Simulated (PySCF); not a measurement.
# CH11PSSi3: the cost of one run

Programs: PySCF 2.14.0, with density-fitted response routines of our own. Each step states its level of theory. These are calculated values for one molecule in the gas phase, unless marked as measured. Atoms are numbered from 0 throughout.

## 1. Starting geometry

17 atoms, charge 0, multiplicity 1; geometry from: GFN2-xTB.

Bonds of the start (Å): C0–S1 1.82, S1–Si2 2.17, Si2–Si3 2.34, Si2–Si4 2.32, Si4–P5 2.24, C0–H6 1.08, C0–H7 1.09, C0–H8 1.09, Si2–H9 1.48, Si3–H10 1.47, Si3–H11 1.46, Si3–H12 1.47, Si4–H13 1.47, Si4–H14 1.47, P5–H15 1.38, P5–H16 1.38.

## 2. Ultraviolet spectrum: B3LYP/def2-SVPD

The job: settings as JSON, then the geometry in Å.

```
{"job": {"kind": "uv", "xc": "B3LYP", "basis": "def2-SVPD", "nstates": 8, "ntriplets": 3}, "charge": 0, "multiplicity": 1}
C      3.179912    -0.097290    -0.364760
S      1.750774    -0.655495    -1.335633
Si     0.192735    -0.374453     0.145824
Si     0.129034     1.841021     0.901782
Si    -1.690906    -1.309198    -0.833441
P     -3.304415    -0.799221     0.635400
H      4.059011    -0.234433    -0.985446
H      3.263608    -0.698434     0.535195
H      3.061660     0.951807    -0.110272
H      0.668462    -1.235629     1.249594
H      0.510178     2.804062    -0.136216
H     -1.234694     2.150603     1.331533
H      1.023720     2.084667     2.038629
H     -2.032385    -0.799469    -2.169179
H     -1.734815    -2.773044    -0.944175
H     -4.331318    -1.316526    -0.118705
H     -3.517560     0.473062     0.149960
```

Method: TDDFT B3LYP/def2-SVPD, vertical, gas phase, core orbitals frozen in the response.

Command:

```bash
$ OMP_NUM_THREADS=1 python probes_run.py task.json out
```

One launch serves the whole session: the jobs run in the order shown.

Q: Estimate the wall time and peak memory of this job on 1 thread of Arm Neoverse N1, shared host.

About 95 s, with a peak of 0.88 GiB.
